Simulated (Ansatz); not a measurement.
# C4H9Al: one species, many methods

Aim: compute C4H9Al with functionals from several rungs and with coupled cluster, and see how far each lands from CCSD(T) at the basis-set limit for the atomisation energy.

Computed with Ansatz 0.2.0, Gaussian basis. Level: functionals in def2-TZVPP, the program's frozen cores in correlated methods.

Plan: LDA (SPW92), PBE-D4, revPBE-D4, BLYP-D4, r2SCAN-D4, B97M-V, PBE0-D4, B3LYP-D4, r2SCANh-D4, r2SCAN0-D4, HSE06-D4, BHLYP-D4, CAM-B3LYP-D4, LC-ωPBE, ωB97X-V, ωB97M-V, B2PLYP, PBE-QIDH; CCSD(T)/def2-SVP; CCSD(T)/def2-TZVPP; MP2/def2-QZVPP; extrapolation to the limit; RPA on PBE.

### Step 1. Structure used throughout

An earlier PBE0-D4 in a triple-zeta def2 set relaxation fixed the geometry.

SMILES `C=C[CH2][AlH][CH3]`, 14 atoms, charge 0, spin multiplicity 1.

Atoms are counted from 1 here; the program's logs count them from 0.

Bond lengths: C1–C2 1.370 Å, C1–H6 1.082 Å, C1–H7 1.085 Å, C2–C3 1.439 Å, C2–H8 1.090 Å, C3–Al4 2.057 Å, C3–H9 1.088 Å, C3–H10 1.083 Å, Al4–C5 1.955 Å, Al4–H11 1.584 Å, C5–H12 1.094 Å, C5–H13 1.093 Å, C5–H14 1.095 Å. Angles: C2–C1–H6 120.4°, C2–C1–H7 121.4°, H6–C1–H7 117.1°, C1–C2–C3 125.2°, C1–C2–H8 116.3°, C3–C2–H8 116.1°, C2–C3–Al4 74.8°, C2–C3–H9 117.0°, C2–C3–H10 116.7°, Al4–C3–H9 104.2°, Al4–C3–H10 123.9°, H9–C3–H10 114.4°, C3–Al4–C5 121.9°, C3–Al4–H11 110.5°, C5–Al4–H11 125.3°, Al4–C5–H12 111.6°, Al4–C5–H13 112.5°, Al4–C5–H14 110.6° and more.

Geometry (Å):

```xyz
14

C    -0.7806    1.2105   -1.1244
C    -0.1318    0.0291   -1.3670
C    -0.5840   -1.2690   -0.9416
Al   -0.3735   -0.1773    0.7886
C     1.3543    0.0199    1.6810
H    -0.2922    2.1550   -1.3233
H    -1.8448    1.2381   -0.9127
H     0.9185    0.1035   -1.6477
H    -1.6522   -1.4656   -1.0057
H     0.0423   -2.1127   -1.2032
H    -1.7850    0.0722    1.4634
H     1.4444    0.9926    2.1731
H     2.1957   -0.0835    0.9904
H     1.4761   -0.7420    2.4578
```

### Step 2. LDA

This LDA is Slater exchange with PW92 correlation.

The input, in.yaml:

```yaml
crystal:
  periodic: [false, false, false]
  atoms:
    - {symbol: C, position_ang: [-0.780615, 1.210464, -1.124415]}
    - {symbol: C, position_ang: [-0.131759, 0.029075, -1.366990]}
    - {symbol: C, position_ang: [-0.583999, -1.269012, -0.941594]}
    - {symbol: Al, position_ang: [-0.373489, -0.177289, 0.788564]}
    - {symbol: C, position_ang: [1.354311, 0.019919, 1.680995]}
    - {symbol: H, position_ang: [-0.292205, 2.154981, -1.323257]}
    - {symbol: H, position_ang: [-1.844820, 1.238135, -0.912679]}
    - {symbol: H, position_ang: [0.918503, 0.103522, -1.647720]}
    - {symbol: H, position_ang: [-1.652229, -1.465582, -1.005673]}
    - {symbol: H, position_ang: [0.042268, -2.112662, -1.203216]}
    - {symbol: H, position_ang: [-1.785010, 0.072171, 1.463429]}
    - {symbol: H, position_ang: [1.444361, 0.992551, 2.173092]}
    - {symbol: H, position_ang: [2.195717, -0.083550, 0.990448]}
    - {symbol: H, position_ang: [1.476066, -0.742022, 2.457816]}
basis:
  gaussian: {orbitals: def2-TZVPP}
hamiltonian: {xc: lda}
output: {orbitals: {seedname: orbitals}}
```

Started as:

```sh
$ ansatz run in.yaml --threads 4 --pin off --events-out ev --progress --plain --max-ram 10444MiB
```

After this run come: PBE-D4 (GGA); revPBE-D4 (GGA); BLYP-D4 (GGA); r2SCAN-D4 (meta-GGA); B97M-V (meta-GGA); PBE0-D4 (hybrid); B3LYP-D4 (hybrid); r2SCANh-D4 (hybrid); r2SCAN0-D4 (hybrid); HSE06-D4 (hybrid); BHLYP-D4 (hybrid); CAM-B3LYP-D4 (range-separated); LC-ωPBE (range-separated); ωB97X-V (range-separated); ωB97M-V (range-separated); B2PLYP (double hybrid); PBE-QIDH (double hybrid); CCSD(T) in def2-SVP; CCSD(T) in def2-TZVPP; MP2 in def2-QZVPP; RPA on PBE orbitals.

**Question.** What will the summary of the whole plan be? Wanted: atomisation energy, CCSD(T)/CBS; farthest beyond LDA; mean size of error, GGA; mean size of error, meta-GGA; mean size of error, hybrid; mean size of error, range-separated; mean size of error, double hybrid; gap, smallest and largest; T1 diagnostic.

As calculated:

| quantity | value |
| --- | --- |
| atomisation energy, CCSD(T)/CBS | 1267.5 kcal/mol |
| functionals within 6.3 kcal/mol (0.5 %) | revPBE-D4, BLYP-D4, B3LYP-D4, r2SCANh-D4, r2SCAN0-D4, CAM-B3LYP-D4, LC-ωPBE, ωB97X-V, ωB97M-V, PBE-QIDH |
| farthest beyond LDA | BHLYP-D4 (-26.1 kcal/mol) |
| mean size of error, GGA | 10.8 kcal/mol |
| mean size of error, meta-GGA | 9.0 kcal/mol |
| mean size of error, hybrid | 8.7 kcal/mol |
| mean size of error, range-separated | 3.2 kcal/mol |
| mean size of error, double hybrid | 6.2 kcal/mol |
| gap, smallest and largest | 4.17 eV (LDA (SPW92)), 10.81 eV (LC-ωPBE) |
| T1 diagnostic | 0.0116 |
| triples share of the correlation energy | 4.2 % |

**Reading.** LDA overbinds by 165.0 kcal/mol (13 %). PBE-D4 is off by +22.5 kcal/mol. Double hybrids carry the basis error of their MP2 part in triple zeta, and no dispersion term here, so their miss is partly the set-up's. The rungs range-separated, double hybrid miss on average by less than the doubt on the reference (6.3 kcal/mol), so they tie. The reference freezes the cores and leaves out relativity and excitations past (T), so misses under about 6.3 kcal/mol can't be ranked. Hartree-Fock recovers 75 % of the binding; the rest is correlation. CCSD(T) in def2-SVP is off by -53.0 kcal/mol, worse than the median functional, from the basis alone. The gap grows from 4.2 to 10.8 eV across the functionals, mostly with the share of exact exchange.
